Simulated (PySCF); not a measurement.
# SbH−: bond curves at several levels of theory

The task here is to estimate one member of a computed series from the others.

The runs use PySCF 2.14.0; Sb aug-cc-pVDZ-PP with ECP28, H aug-cc-pVDZ, scalar-relativistic core potentials.

2 further runs of the same task are left out: 2 set aside as unsound or not needed.

Set-up of the first run:

A driver script around PySCF takes these settings:

| Item | Value |
| --- | --- |
| atoms | Sb, H |
| charge | -1 |
| basis | Sb aug-cc-pVDZ-PP with ECP28, H aug-cc-pVDZ |
| Hamiltonian | scalar-relativistic core potentials |
| basis functions | 41 |
| electrons treated | 25 |
| masses in u | 120.9038, 1.0078 |
| levels | PBE0, PBE, r²SCAN, B97-3, revPBE, M06-L, MP2, SCS-MP2, CCSD, CCSD(T) |
| grid | 80 radial by 434 angular points |
| occupations | held fixed by the projection of orbital angular momentum |
| dissociation limit | Sb− + H, each in its ground configuration |
| starting distance in angstrom | 1.785 |
| values of 2S to try | 1, 3 |

Started as:

```
$ OMP_NUM_THREADS=1 python dia.py task.json out
```

Steps of the session up to this table: Set-up; First curve: PBE0; PBE (GGA); r²SCAN (meta-GGA); B97-3 (global hybrid GGA); revPBE (GGA); M06-L (meta-GGA); Adding correlation.

One table of the session follows, with a row left open; its other results are not shown here.

```
      level  Re (Å)  ωe (cm⁻¹)  De (eV)
    UHF-MP2   1.728       1865     2.54
UHF-SCS-MP2   1.734       1839     2.62
   UHF-CCSD   1.740       1796     2.66
UHF-CCSD(T)   1.743       1783     2.70
        PBE   1.758       1741     2.79
     revPBE   1.763       1726     2.71
     r²SCAN   1.740       1808     2.77
      M06-L   1.752       1785     2.89
       PBE0       ?          ?        ?
      B97-3   1.744       1802     2.76
```

**Question.** Estimate the row for PBE0.

The run gave: Re (Å): 1.740; ωe (cm⁻¹): 1817; De (eV): 2.74.
